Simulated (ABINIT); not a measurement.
A run of ABINIT 10.8.3 (patched build) is set up as follows.

File run.abi:

```
# Pseudopotentials
pp_dirpath "./"
pseudos "Nb_ONCV_PBE-1.2.upf, Si_ONCV_PBE-1.2.upf"

# Structure
acell 3*1.0
rprim
     0.0000000000     4.8638337913     4.8638337913
     4.8638337913     0.0000000000     4.8638337913
     4.8638337913     4.8638337913     0.0000000000
ntypat 2
znucl 41 14
natom 2
typat 1 2
chkprim 0
chksymtnons 0
tolsym 1.0e-6
xred
            0.0            0.0            0.0
            1/2            1/2            1/2

# Plane-wave basis
ecut 41.0
ecutsm 0.5

# k points
kptopt 1
ngkpt 7 7 7
nshiftk 1
shiftk 0.0 0.0 0.0

# Exchange and correlation
ixc 11
vdw_xc 7

# Bands and occupations
nband 13
occopt 3
tsmear 0.05 eV

# SCF cycle
nstep 80
tolvrs 1.0e-12

# Output
iomode 3
prteig 0
prtebands 0
prtwf 0
prtden 0

# Relaxation
ionmov 2
optcell 2
ntime 50
tolmxf 2.0e-5
dilatmx 1.08
```

Potentials or basis: SG15 NC PBE v1.2.

Run with:

```console
$ mpirun --bind-to none -np 4 abinit run.abi > log 2>&1
```

(1) Estimate the space group after relaxing (to 0.05 Å).

(2) What does it give for the relaxed volume?

(3) What does it give for the relaxed cell?

Answers

(1) Fm-3m (No. 225).

(2) 16.51 Å³/atom.

(3) a = 3.601 Å, b = 3.601 Å, c = 3.601 Å, α = 60.00°, β = 60.00°, γ = 60.00°.

Caveat: pairwise dispersion overbinds metals, which lowers pressure and volume.
